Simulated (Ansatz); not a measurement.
# ClF2HSi + H2O: a complex and its separated parts, part 2 of 2

Ansatz 0.2.0, Gaussian basis.

## Step 13: CAM-B3LYP-D4/def2-TZVPP

The inputs:

parta/in.yaml

```yaml
crystal:
  periodic: [false, false, false]
  atoms:
    - {symbol: Si, position_ang: [-0.659317, -0.467887, -0.951648]}
    - {symbol: Cl, position_ang: [0.470300, 0.858129, -1.970732]}
    - {symbol: F, position_ang: [0.288778, -1.484762, -0.207623]}
    - {symbol: F, position_ang: [-1.490002, 0.301963, 0.145524]}
    - {symbol: H, position_ang: [-1.566942, -1.195616, -1.841401]}
basis:
  gaussian: {orbitals: def2-TZVPP}
hamiltonian: {xc: {name: CAM-B3LYP}, dispersion: d4}
```

partb/in.yaml

```yaml
crystal:
  periodic: [false, false, false]
  atoms:
    - {symbol: H, position_ang: [1.442164, 0.023878, 1.647306]}
    - {symbol: O, position_ang: [1.137622, 0.872100, 1.317997]}
    - {symbol: H, position_ang: [0.377395, 1.092195, 1.860478]}
basis:
  gaussian: {orbitals: def2-TZVPP}
hamiltonian: {xc: {name: CAM-B3LYP}, dispersion: d4}
```

Each run has its own folder and the same command.

Command:

```bash
$ ansatz run in.yaml --threads 4 --pin off --events-out ev --progress --plain --max-ram 9574MiB
```

Output in parta, cut to the lines that bear on the results:

```text
Functional definition: CAM-B3LYP
  name "CAM-B3LYP"
  cite "Yanai, Tew & Handy, Chem. Phys. Lett. 393, 51 (2004) doi:10.1016/j.cplett.2004.06.011"
  cite "Iikura, Tsuneda, Yanai & Hirao, J. Chem. Phys. 115, 3540 (2001) doi:10.1063/1.1383587"
  cite "Becke, Phys. Rev. A 38, 3098 (1988) doi:10.1103/PhysRevA.38.3098"
  cite "Lee, Yang & Parr, Phys. Rev. B 37, 785 (1988) doi:10.1103/PhysRevB.37.785"
[...]
  # Exact exchange under (alpha + beta erf(omega r))/r, Becke's under what is left of 1/r.
[...]
975 factors; their error is unknown
183 factors; integrals over basis functions are off by at most 1.4e-5 eV
[...]
mean field -25858.06208541 eV, -950.2662544147 hartree, gradient 5.8e-5 eV, S^2 0.000000; 0 other end points of the search recorded, 0 dependent functions left out
reference -25858.06218980 eV, -950.2662582511 hartree; 25, 25 occupied and 135, 135 virtual orbitals, 975 factors
Total energy: -25858.15101672 eV, -950.2695225802 hartree
```

Output in partb, cut to the lines that bear on the results:

```text
[... 6 set-up lines as earlier in the session ...]
[...]
  # Exact exchange under (alpha + beta erf(omega r))/r, Becke's under what is left of 1/r.
[...]
269 factors; their error is unknown
72 factors; integrals over basis functions are off by at most 1.6e-5 eV
[...]
mean field -2079.99969602 eV, -76.4385789543 hartree, gradient 1.1e-5 eV, S^2 0.000000; 0 other end points of the search recorded, 0 dependent functions left out
reference -2079.99976344 eV, -76.4385814321 hartree; 5, 5 occupied and 54, 54 virtual orbitals, 269 factors
Total energy: -2080.00382906 eV, -76.4387308408 hartree
```

Times: 2 s (parta), 0.2 s (partb) on 4 threads of Arm Neoverse V1, shared host.

## Step 14: wB97X-V/def2-TZVPP

Each input of step 13 (parta, partb) changes in the same lines:

```diff
-hamiltonian: {xc: {name: CAM-B3LYP}, dispersion: d4}
+hamiltonian: {xc: {name: wB97X-V}}
```

One command serves all of them, each in its own folder.

Command:

```bash
$ ansatz run in.yaml --threads 4 --pin off --events-out ev --progress --plain --max-ram 9574MiB
```

Output in parta, cut to the lines that bear on the results:

```text
Functional definition: wB97X-V
  name "wB97X-V"
  cite "Mardirossian & Head-Gordon, Phys. Chem. Chem. Phys. 16, 9904 (2014) doi:10.1039/C3CP54374A"
[... 2 set-up lines as earlier in the session ...]
[...]
      + integral(e_c_pw_opposite_spin*poly(b97_u_opposite, cos0, cos1)) + vv10(b, c)
972 factors; their error is unknown
168 factors; integrals over basis functions are off by at most 3.2e-5 eV
[...]
mean field -25853.60978150 eV, -950.1026352642 hartree, gradient 5.1e-5 eV, S^2 0.000000; 0 other end points of the search recorded, 0 dependent functions left out
reference -25853.60978004 eV, -950.1026352104 hartree; 25, 25 occupied and 135, 135 virtual orbitals, 972 factors
Total energy: -25853.60978004 eV, -950.1026352104 hartree
```

Log of partb, cut to the lines that bear on the results:

```text
[... 5 set-up lines as earlier in the session ...]
[...]
      + integral(e_c_pw_opposite_spin*poly(b97_u_opposite, cos0, cos1)) + vv10(b, c)
269 factors; their error is unknown
69 factors; integrals over basis functions are off by at most 2.2e-5 eV
[...]
mean field -2079.88766455 eV, -76.4344618738 hartree, gradient 2.2e-5 eV, S^2 0.000000; 0 other end points of the search recorded, 0 dependent functions left out
reference -2079.88766366 eV, -76.4344618409 hartree; 5, 5 occupied and 54, 54 virtual orbitals, 269 factors
Total energy: -2079.88766366 eV, -76.4344618409 hartree
```

Times: 4.2 s (parta), 0.4 s (partb) on 4 threads of Arm Neoverse V1, shared host.

## Step 15: wB97M-V/def2-TZVPP

The same edit goes into each in.yaml of step 14 (parta, partb):

```diff
-hamiltonian: {xc: {name: wB97X-V}}
+hamiltonian: {xc: {name: wB97M-V}}
```

One command serves all of them, each in its own folder.

Command:

```bash
$ ansatz run in.yaml --threads 4 --pin off --events-out ev --progress --plain --max-ram 9574MiB
```

Output in parta, cut to the lines that bear on the results:

```text
Functional definition: wB97M-V
  name "wB97M-V"
  cite "Mardirossian & Head-Gordon, J. Chem. Phys. 144, 214110 (2016) doi:10.1063/1.4952647"
[... 2 set-up lines as earlier in the session ...]
  # Of w^i u^j: cxij and so on, Table III.
[...]
  gx(w, u) = 1 - cx + cx01*u + cx10*w
[...]
      + integral(e_c_pw_mod_opposite_spin*gos(b97_w_opposite, b97_u_opposite)) + vv10(b, c)
972 factors; their error is unknown
168 factors; integrals over basis functions are off by at most 3.2e-5 eV
[...]
mean field -25856.24784546 eV, -950.1995823263 hartree, gradient 5.6e-5 eV, S^2 0.000000; 0 other end points of the search recorded, 0 dependent functions left out
reference -25856.24788130 eV, -950.1995836436 hartree; 25, 25 occupied and 135, 135 virtual orbitals, 972 factors
Total energy: -25856.24788130 eV, -950.1995836436 hartree
```

Log of partb, cut to the lines that bear on the results:

```text
[... 5 set-up lines as earlier in the session ...]
  # Of w^i u^j: cxij and so on, Table III.
[...]
  gx(w, u) = 1 - cx + cx01*u + cx10*w
[...]
      + integral(e_c_pw_mod_opposite_spin*gos(b97_w_opposite, b97_u_opposite)) + vv10(b, c)
269 factors; their error is unknown
69 factors; integrals over basis functions are off by at most 2.2e-5 eV
[...]
mean field -2079.85937238 eV, -76.4334221557 hartree, gradient 2.9e-5 eV, S^2 0.000000; 0 other end points of the search recorded, 0 dependent functions left out
reference -2079.85939439 eV, -76.4334229645 hartree; 5, 5 occupied and 54, 54 virtual orbitals, 269 factors
Total energy: -2079.85939439 eV, -76.4334229645 hartree
```

Times: 5 s (parta), 0.5 s (partb) on 4 threads of Arm Neoverse V1, shared host.

## Step 16: B2PLYP/def2-TZVPP

The same edit goes into each in.yaml of step 15 (parta, partb):

```diff
-hamiltonian: {xc: {name: wB97M-V}}
+hamiltonian: {xc: {name: B2PLYP}}
```

The same command starts each run, in its folder.

Command:

```bash
$ ansatz run in.yaml --threads 4 --pin off --events-out ev --progress --plain --max-ram 9574MiB
```

Log of parta, cut to the lines that bear on the results:

```text
Functional definition: B2PLYP
  name "B2PLYP"
  cite "Grimme, J. Chem. Phys. 124, 034108 (2006) doi:10.1063/1.2148954"
[... 2 set-up lines as earlier in the session ...]
[...]
986 factors; integrals over basis functions are off by at most 7.8e-4 eV
[...]
mean field -25842.07446598 eV, -949.6787202377 hartree, gradient 2.7e-6 eV, S^2 0.000000; 0 other end points of the search recorded, 0 dependent functions left out
12 core orbitals not correlated: weight in the atoms' cores, before any rotation towards them, 1.000 or more for the frozen orbitals, at most 0.000 for the correlated occupied ones
reference -25842.07460071 eV, -949.6787251887 hartree; 13, 13 occupied and 135, 135 virtual orbitals, 986 factors
second order -26.00803215 eV of doubles, -0.00000000 eV of singles
Total energy: -25849.09676939 eV, -949.9367851279 hartree
```

partb printed, cut to the lines that bear on the results:

```text
[... 5 set-up lines as earlier in the session ...]
[...]
361 factors; integrals over basis functions are off by at most 7.6e-4 eV
[...]
mean field -2077.03834727 eV, -76.3297513950 hartree, gradient 8.4e-7 eV, S^2 0.000000; 0 other end points of the search recorded, 0 dependent functions left out
1 core orbitals not correlated: weight in the atoms' cores, before any rotation towards them, 1.000 or more for the frozen orbitals, at most 0.000 for the correlated occupied ones
reference -2077.03843229 eV, -76.3297545193 hartree; 4, 4 occupied and 54, 54 virtual orbitals, 361 factors
second order -8.41841917 eV of doubles, -0.00000000 eV of singles
Total energy: -2079.31140546 eV, -76.4132847428 hartree
```

Wall times: 2.5 s (parta), 0.35 s (partb) on 4 threads of Arm Neoverse V1, shared host.

## Step 17: PBE-QIDH/def2-TZVPP

The same edit goes into each in.yaml of step 16 (parta, partb):

```diff
-hamiltonian: {xc: {name: B2PLYP}}
+hamiltonian: {xc: {name: PBE-QIDH}}
```

One command serves all of them, each in its own folder.

Command:

```bash
$ ansatz run in.yaml --threads 4 --pin off --events-out ev --progress --plain --max-ram 9574MiB
```

Log of parta, cut to the lines that bear on the results:

```text
Functional definition: PBE-QIDH
  name "PBE-QIDH"
  cite "Brémond, Sancho-García, Pérez-Jiménez & Adamo, J. Chem. Phys. 141, 031101 (2014) doi:10.1063/1.4890314"
[... 1 set-up line as earlier in the session ...]
[...]
986 factors; integrals over basis functions are off by at most 7.8e-4 eV
[...]
mean field -25832.80791001 eV, -949.3381805868 hartree, gradient 2.7e-6 eV, S^2 0.000000; 0 other end points of the search recorded, 0 dependent functions left out
12 core orbitals not correlated: weight in the atoms' cores, before any rotation towards them, 1.000 or more for the frozen orbitals, at most 0.000 for the correlated occupied ones
reference -25832.80791913 eV, -949.3381809218 hartree; 13, 13 occupied and 135, 135 virtual orbitals, 986 factors
second order -24.29343722 eV of doubles, -0.00000000 eV of singles
Total energy: -25840.90573153 eV, -949.6357700388 hartree
```

Log of partb, cut to the lines that bear on the results:

```text
[... 4 set-up lines as earlier in the session ...]
[...]
361 factors; integrals over basis functions are off by at most 7.6e-4 eV
[...]
mean field -2075.58446299 eV, -76.2763221333 hartree, gradient 2.2e-6 eV, S^2 0.000000; 0 other end points of the search recorded, 0 dependent functions left out
1 core orbitals not correlated: weight in the atoms' cores, before any rotation towards them, 1.000 or more for the frozen orbitals, at most 0.000 for the correlated occupied ones
reference -2075.58446848 eV, -76.2763223351 hartree; 4, 4 occupied and 54, 54 virtual orbitals, 361 factors
second order -7.85873470 eV of doubles, -0.00000000 eV of singles
Total energy: -2078.20404672 eV, -76.3725900595 hartree
```

Times: 2.8 s (parta), 0.25 s (partb) on 4 threads of Arm Neoverse V1, shared host.

## Step 18: RPA on PBE/def2-TZVPP

The same edit goes into each in.yaml of step 17 (parta, partb):

```diff
-hamiltonian: {xc: {name: PBE-QIDH}}
+hamiltonian: {xc: pbe}
+correlation: {method: rpa}
```

Each run has its own folder and the same command.

Command:

```bash
$ ansatz run in.yaml --threads 4 --pin off --events-out ev --progress --plain --max-ram 9574MiB
```

Log of parta, cut to the lines that bear on the results:

```text
[... 4 set-up lines as earlier in the session ...]
[...]
986 factors; integrals over basis functions are off by at most 7.8e-4 eV
[...]
mean field -25844.12043763 eV, -949.7539083090 hartree, gradient 1.0e-6 eV, S^2 0.000000; 0 other end points of the search recorded, 0 dependent functions left out
12 core orbitals not correlated: weight in the atoms' cores, before any rotation towards them, 1.000 or more for the frozen orbitals, at most 0.000 for the correlated occupied ones
reference -25800.58916675 eV, -948.1541636106 hartree; 13, 13 occupied and 135, 135 virtual orbitals, 986 factors
Total energy: -25834.44284959 eV, -949.3982635081 hartree
```

Log of partb, cut to the lines that bear on the results:

```text
[... 4 set-up lines as earlier in the session ...]
[...]
361 factors; integrals over basis functions are off by at most 7.6e-4 eV
[...]
mean field -2078.40747028 eV, -76.3800657375 hartree, gradient 2.1e-6 eV, S^2 0.000000; 0 other end points of the search recorded, 0 dependent functions left out
1 core orbitals not correlated: weight in the atoms' cores, before any rotation towards them, 1.000 or more for the frozen orbitals, at most 0.000 for the correlated occupied ones
reference -2069.53715045 eV, -76.0540874963 hartree; 4, 4 occupied and 54, 54 virtual orbitals, 361 factors
Total energy: -2080.48250883 eV, -76.4563219977 hartree
```

Wall times: 2.2 s (parta), 0.3 s (partb) on 4 threads of Arm Neoverse V1, shared host.

## Step 19: CCSD(T)/def2-TZVPP

Each input of step 18 (parta, partb) changes in the same lines:

```diff
-hamiltonian: {xc: pbe}
-correlation: {method: rpa}
+correlation: {method: ccsd_t}
```

One command serves all of them, each in its own folder.

Command:

```bash
$ ansatz run in.yaml --threads 4 --pin off --events-out ev --progress --plain --max-ram 9574MiB
```

Output in parta, cut to the lines that bear on the results:

```text
Functional definition: HF
  name "HF"
  cite "Fock, Z. Phys. 61, 126 (1930) doi:10.1007/BF01340294"
[... 1 set-up line as earlier in the session ...]
[...]
986 factors; integrals over basis functions are off by at most 7.8e-4 eV
[...]
mean field -25802.04899004 eV, -948.2078111268 hartree, gradient 3.5e-6 eV, S^2 0.000000; 0 other end points of the search recorded, 0 dependent functions left out
12 core orbitals not correlated: weight in the atoms' cores, before any rotation towards them, 1.000 or more for the frozen orbitals, at most 0.000 for the correlated occupied ones
reference -25802.04899004 eV, -948.2078111268 hartree; 13, 13 occupied and 135, 135 virtual orbitals, 986 factors
second order -21.81588447 eV of doubles, -0.00000000 eV of singles
cycle   1  -21.93034990 eV  change   -1.1e-1 eV  update   9.0e-2
[...]
cycle   9  -22.43698876 eV  change   -5.7e-6 eV  update   7.6e-6
perturbative correction -0.71794139 eV, -0.0263838595 hartree
Total energy: -25825.20392018 eV, -949.0587391148 hartree
```

Output in partb, cut to the lines that bear on the results:

```text
[... 4 set-up lines as earlier in the session ...]
[...]
361 factors; integrals over basis functions are off by at most 7.6e-4 eV
[...]
mean field -2069.76256699 eV, -76.0623714014 hartree, gradient 3.6e-6 eV, S^2 0.000000; 0 other end points of the search recorded, 0 dependent functions left out
1 core orbitals not correlated: weight in the atoms' cores, before any rotation towards them, 1.000 or more for the frozen orbitals, at most 0.000 for the correlated occupied ones
reference -2069.76256699 eV, -76.0623714014 hartree; 4, 4 occupied and 54, 54 virtual orbitals, 361 factors
second order -7.10537187 eV of doubles, -0.00000000 eV of singles
cycle   1  -7.11148551 eV  change   -6.1e-3 eV  update   4.1e-2
[...]
cycle   8  -7.26591074 eV  change    3.5e-6 eV  update   7.2e-6
perturbative correction -0.20738032 eV, -0.0076210862 hartree
Total energy: -2077.23585805 eV, -76.3370097823 hartree
```

They took 9 s (parta), 0.35 s (partb) on 4 threads of Arm Neoverse V1, shared host; peak memory 0.84 GiB.

## Step 20: Vibrations of ClF2HSi

vib-parta/in.yaml reads:

```yaml
crystal:
  periodic: [false, false, false]
  atoms:
    - {symbol: Si, position_ang: [-0.659317, -0.467887, -0.951648]}
    - {symbol: Cl, position_ang: [0.470300, 0.858129, -1.970732]}
    - {symbol: F, position_ang: [0.288778, -1.484762, -0.207623]}
    - {symbol: F, position_ang: [-1.490002, 0.301963, 0.145524]}
    - {symbol: H, position_ang: [-1.566942, -1.195616, -1.841401]}
basis:
  gaussian: {orbitals: def2-TZVP}
hamiltonian: {xc: pbe0, dispersion: d4}
phonons: {temperatures: {t_min: 298.15, t_max: 900, t_step: 200}}
```

Command:

```bash
$ ansatz run in.yaml --threads 4 --pin off --events-out ev --progress --plain --max-ram 9574MiB
```

Standard output, cut to the lines that bear on the results:

```text
[... 5 set-up lines as earlier in the session ...]
[...]
892 factors; their error is unknown
[...]
mean field -25845.91052412 eV, -949.8196927740 hartree, gradient 6.2e-5 eV, S^2 0.000000; 0 other end points of the search recorded, 0 dependent functions left out
[...]
Atom 2 at     0.288778    -1.484762    -0.207623 Å, force    -0.000211     0.000074     0.000033 eV/Å
Atom 3 at    -1.490002     0.301963     0.145524 Å, force     0.000074    -0.000212    -0.000024 eV/Å
Atom 4 at    -1.566942    -1.195616    -1.841401 Å, force    -0.000758    -0.000650    -0.000528 eV/Å
Dipole moment:    -0.114041    -0.072709    -0.206552 e Å
Vibrations: 226.49 273.78 363.50 579.30 826.80 830.08 903.53 984.76 2339.95 cm⁻¹, zero-point energy 0.454290 eV
```

Wall time 18 s (4 threads of Arm Neoverse V1, shared host).

The modes, with what each moves most:

| mode | wavenumber (cm⁻¹) | character |
| --- | --- | --- |
| 1 | 226 | bend |
| 2 | 274 | bend |
| 3 | 364 | bend |
| 4 | 579 | Si–Cl stretch |
| 5 | 827 | bend |
| 6 | 830 | bend |
| 7 | 904 | Si–F stretch |
| 8 | 985 | Si–F stretch |
| 9 | 2340 | Si–H stretch |

Vibrational sums (real modes only):

| T (K) | entropy (J/mol/K) | heat capacity (J/mol/K) |
| --- | --- | --- |
| 298 | 23.8 | 34.5 |
| 498 | 45.7 | 50.4 |
| 698 | 64.1 | 58.5 |
| 898 | 79.5 | 63.3 |

## Step 21: Vibrations of H2O

vib-partb/in.yaml reads:

```yaml
crystal:
  periodic: [false, false, false]
  atoms:
    - {symbol: H, position_ang: [1.442164, 0.023878, 1.647306]}
    - {symbol: O, position_ang: [1.137622, 0.872100, 1.317997]}
    - {symbol: H, position_ang: [0.377395, 1.092195, 1.860478]}
basis:
  gaussian: {orbitals: def2-TZVP}
hamiltonian: {xc: pbe0, dispersion: d4}
phonons: {temperatures: {t_min: 298.15, t_max: 900, t_step: 200}}
```

Command:

```bash
$ ansatz run in.yaml --threads 4 --pin off --events-out ev --progress --plain --max-ram 9574MiB
```

Standard output, cut to the lines that bear on the results:

```text
[... 5 set-up lines as earlier in the session ...]
[...]
239 factors; their error is unknown
[...]
mean field -2078.33307654 eV, -76.3773318180 hartree, gradient 1.2e-5 eV, S^2 0.000000; 0 other end points of the search recorded, 0 dependent functions left out
[...]
Total energy: -2078.33734601 eV, -76.3774887181 hartree
Atom 0 at     1.442164     0.023878     1.647306 Å, force    -0.000655    -0.002233     0.002210 eV/Å
Atom 1 at     1.137622     0.872100     1.317997 Å, force     0.002427     0.003346    -0.004644 eV/Å
Atom 2 at     0.377395     1.092195     1.860478 Å, force    -0.001772    -0.001113     0.002434 eV/Å
Dipole moment:    -0.168050    -0.231644     0.321504 e Å
Vibrations: 1622.47 3852.33 3960.28 cm⁻¹, zero-point energy 0.584901 eV
```

It took 0.7 s on 4 threads of Arm Neoverse V1, shared host.

Wavenumbers and character of the modes:

| mode | wavenumber (cm⁻¹) | character |
| --- | --- | --- |
| 1 | 1622 | bend |
| 2 | 3852 | O–H stretch |
| 3 | 3960 | O–H stretch |

Vibrational sums (real modes only):

| T (K) | entropy (J/mol/K) | heat capacity (J/mol/K) |
| --- | --- | --- |
| 298 | 0.0 | 0.2 |
| 498 | 0.4 | 1.7 |
| 698 | 1.4 | 3.9 |
| 898 | 2.6 | 6.1 |

## Step 22: Complex less separated parts

The complex's own energies come from single points at the same levels.

Rows are in def2-TZVPP; times add the 3 runs of a level on a shared host, so small differences are noise.

Differences are taken before rounding.

| method | rung | complex less parts (kcal/mol) | from CCSD(T) (kcal/mol) | time |
| --- | --- | --- | --- | --- |
| SPW92 | LDA | -5.33 | -2.62 | 3 s |
| PBE-D4 | GGA | -3.56 | -0.85 | 3.5 s |
| BLYP-D4 | GGA | -3.51 | -0.79 | 3.7 s |
| r2SCAN-D4 | meta-GGA | -3.67 | -0.96 | 6.8 s |
| B97M-V | meta-GGA | -3.67 | -0.96 | 12 s |
| PBE0-D4 | hybrid | -3.25 | -0.53 | 5.2 s |
| B3LYP-D4 | hybrid | -3.44 | -0.72 | 4.8 s |
| r2SCAN0-D4 | hybrid | -3.46 | -0.74 | 8.3 s |
| BHLYP-D4 | hybrid | -3.55 | -0.84 | 5 s |
| CAM-B3LYP-D4 | range-separated hybrid | -3.61 | -0.90 | 5.7 s |
| wB97X-V | range-separated hybrid | -3.41 | -0.70 | 13 s |
| wB97M-V | range-separated hybrid | -3.62 | -0.91 | 14 s |
| B2PLYP | double hybrid | -2.11 | +0.60 | 9.4 s |
| PBE-QIDH | double hybrid | -2.41 | +0.31 | 9.5 s |
| RPA on PBE | RPA | -2.27 | +0.44 | 8.5 s |
| Hartree-Fock | wavefunction | -0.59 | +2.13 |  |
| MP2 | wavefunction | -2.66 | +0.06 |  |
| CCSD | wavefunction | -2.38 | +0.33 |  |
| CCSD(T) | wavefunction | -2.72 | 0 | 2.1 min |

Among the levels timed on like hardware and quicker than the yardstick, those that no quicker one beats, quickest first: SPW92 (3 s, -2.62 kcal/mol); PBE-D4 (3.5 s, -0.85 kcal/mol); BLYP-D4 (3.7 s, -0.79 kcal/mol); B3LYP-D4 (4.8 s, -0.72 kcal/mol); PBE0-D4 (5.2 s, -0.53 kcal/mol); RPA on PBE (8.5 s, +0.44 kcal/mol); PBE-QIDH (9.5 s, +0.31 kcal/mol).

For cost: PBE-QIDH gets within 0.31 kcal/mol in 9.5 s, where CCSD(T) took 2.1 min; the quickest level in the cost chart, SPW92, takes 3 s and misses by 2.62 kcal/mol.

The complex's zero-point energy, from a separate PBE0-D4 run, is 1.085 eV.

## Step 23: Results

The summary covers parts 1 to 2.

```
                              quantity           value
complex less parts, CCSD(T)/def2-TZVPP  -2.72 kcal/mol
                with zero-point energy  -1.65 kcal/mol
                 largest T1 diagnostic           0.011
```

**Reading.** At CCSD(T) the complex lies 2.72 kcal/mol below its parts. Among the functionals PBE-QIDH lands nearest to CCSD(T) (+0.31 kcal/mol) and SPW92 farthest (-2.62 kcal/mol). Mean unsigned error by rung: LDA 2.62, GGA 0.82, meta-GGA 0.96, hybrid 0.71, range-separated hybrid 0.83, double hybrid 0.45 kcal/mol. PBE-D4 gives a relative energy 0.85 kcal/mol too low, an error of 31 % of the reference. No counterpoise was applied, and triple zeta lacks some correlation, so the CCSD(T) reference has a basis error of its own, and close matches with it are partly luck.
